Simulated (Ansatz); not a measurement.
# HfHCl2OF: how energies converge with the basis set

Aim: see how fast density functionals converge with the basis set for HfHCl2OF.

Computed with Ansatz 0.2.0, Gaussian basis. Level: one geometry, several basis sets.

Plan: PBE0-D4/def2-SVP; ωB97M-V/def2-SVP; PBE0-D4/def2-QZVPP; ωB97M-V/def2-QZVPP; the functionals' def2-TZVPP values are taken from earlier runs.

## Step 1: The relaxed structure

An earlier PBE0-D4/def2-TZVP relaxation fixed the geometry. Hf takes the def2 core potential; no spin-orbit term is included.

SMILES `[OH][Hf]([F])([Cl])[Cl]`, 6 atoms, charge 0, spin multiplicity 1.

Atoms are counted from 1 here; the program's logs count them from 0.

Bond lengths: O1–Hf2 1.887 Å, O1–H6 0.952 Å, Hf2–F3 1.894 Å, Hf2–Cl4 2.344 Å, Hf2–Cl5 2.344 Å. Angles: Hf2–O1–H6 178.9°, O1–Hf2–F3 108.8°, O1–Hf2–Cl4 109.8°, O1–Hf2–Cl5 109.8°, F3–Hf2–Cl4 109.0°, F3–Hf2–Cl5 109.0°, Cl4–Hf2–Cl5 110.4°.

## Step 2: PBE0-D4 in def2-SVP

Contents of in.yaml:

```yaml
crystal:
  periodic: [false, false, false]
  atoms:
    - {symbol: O, position_ang: [-1.030174, 0.994144, -0.322500]}
    - {symbol: Hf, position_ang: [0.274295, -0.322649, 0.033037]}
    - {symbol: F, position_ang: [0.169711, -1.663532, -1.300858]}
    - {symbol: Cl, position_ang: [-0.130465, -1.297112, 2.126347]}
    - {symbol: Cl, position_ang: [2.410882, 0.640468, -0.020419]}
    - {symbol: H, position_ang: [-1.694249, 1.648682, -0.515607]}
basis:
  gaussian: {orbitals: def2-SVP}
hamiltonian: {xc: pbe0, dispersion: d4}
output: {orbitals: {seedname: orbitals}}
```

Launch:

```sh
ansatz run in.yaml --threads 2 --pin off --events-out ev --progress --plain --max-ram 20480MiB --backend cpu
```

Further steps of the session: ωB97M-V in def2-SVP; PBE0-D4 in def2-QZVPP; ωB97M-V in def2-QZVPP.

Before running them: what should the planned runs give, taken together? Wanted: PBE0-D4: double and triple zeta above quadruple; ωB97M-V: double and triple zeta above quadruple.

The runs gave:

```
                                       quantity           value
PBE0-D4: double and triple zeta above quadruple  15.89, 1.01 eV
ωB97M-V: double and triple zeta above quadruple  15.87, 0.95 eV
```

**Reading.** For PBE0-D4 the step from double to triple zeta gains 14.88 eV and the next only 1.01 eV. These are total energies; as a rule much of such shifts cancels in differences, which this series doesn't test. The LUMO of ωB97M-V is positive and keeps falling with the basis (0.86 to 0.30 eV): an unbound level that the basis holds in place.
